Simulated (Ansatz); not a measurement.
# Pb: the cost of one run

Program: Ansatz 0.2.0. Level of theory: DFT LDA, scalar-relativistic. These are calculated values, not measurements.

### Step 1. The system as given

It takes space group Fd-3m (No. 227, cubic). Conventional cell: a = 6.878 Å, b = 6.878 Å, c = 6.878 Å, α = 90.00°, β = 90.00°, γ = 90.00°. Pb (site symmetry -43m) is surrounded by 4 Pb at 2.98 Å.

Coordinates:

```xyz
2
Lattice="0.0000 3.4390 3.4390 3.4390 0.0000 3.4390 3.4390 3.4390 0.0000" Properties=species:S:1:pos:R:3 pbc="T T T"
Pb    0.0000    0.0000    0.0000
Pb    1.7195    1.7195    1.7195
```

Atoms are numbered in the order of the input: Pb1, Pb2.

### Step 2. After the deformation

Space group Fd-3m before, I4_1/amd after.

### Step 3. All-electron LAPW

input.yaml

```yaml
crystal:
  lattice:
    - [0.0, 3.4390000555, 3.3702200544]
    - [3.4390000555, 0.0, 3.3702200544]
    - [3.4390000555, 3.4390000555, 0.0]
  atoms:
    - { symbol: Pb, position: [0.0, 0.0, 0.0] }
    - { symbol: Pb, position: [0.25, 0.25, 0.25] }
kpoints:
  mp_grid: { grid: [8, 8, 8] }
  band_path:
    path:
      - [0.0, 0.0, 0.0]
      - [0.0, 0.5, 0.5]
      - [0.25, 0.75, 0.5]
      - [0.0, 0.5, 0.0]
      - [0.0, 0.0, 0.0]
      - [0.5, 0.5, 0.0]
      - [0.3801541025, 0.6198458975, 0.0]
      - [-0.3801541025, 0.3801541025, 0.0]
      - [0.0, 0.0, 0.0]
    npoints: 5
scf:
  occupations: { method: fermi_dirac, width: 0.05 }
hamiltonian:
  xc: lda
  pseudopotentials: { kind: all_electron, lapw: { basis_error: 0.00025 } }
output:
  forces: true
  stress: true
  eigenvalues: true
```

Launch:

```sh
$ ansatz run input.yaml --threads 1 --pin off --max-ram 3072MiB --backend cpu --events-out ev --progress --plain --runs-dir out
```

What time and memory should one allow on 1 thread of Arm Neoverse V1, shared host?

About 52 s, with a peak of 0.49 GiB.
